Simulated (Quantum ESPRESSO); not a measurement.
Runs of Quantum ESPRESSO 7.5 on Zn3P. It takes space group Pm-3m (No. 221, cubic). The conventional cell has a = 3.976 Å, b = 3.976 Å, c = 3.976 Å, α = 90.00°, β = 90.00°, γ = 90.00°. Around Zn (site symmetry 4/mmm) lie 8 Zn at 2.81 Å and 4 P at 2.81 Å. Around P (site symmetry m-3m) lie 12 Zn at 2.81 Å. The cell comes from a database or a generator and needn't be the stable form of this composition.

```csv
potentials or basis,cutoff (eV),gap on the mesh (eV),pressure (GPa)
JTH 2.0 PBE,735,none,-0.9
GBRV 1.5 PBE,762,none,-0.8
SG15 PBE 1.2,952,none,(a)
Ansatz NC SR PBE,1143,none,-0.9
SSSP 1.3 efficiency PBE,748,none,-0.9
```

Alike in all rows: task band structure; level PBE; no spin polarisation; cell as given; k mesh 7 × 7 × 7; smearing fermi-dirac 0.05 eV.

Question: Fill in the values left out.

Answer: (a) -1.0.

Caveats: some levels on the path didn't converge (some runs).

A gap of «none» marks a metal or a gap under the smearing width.

The runs don't all hold the same shells in valence.
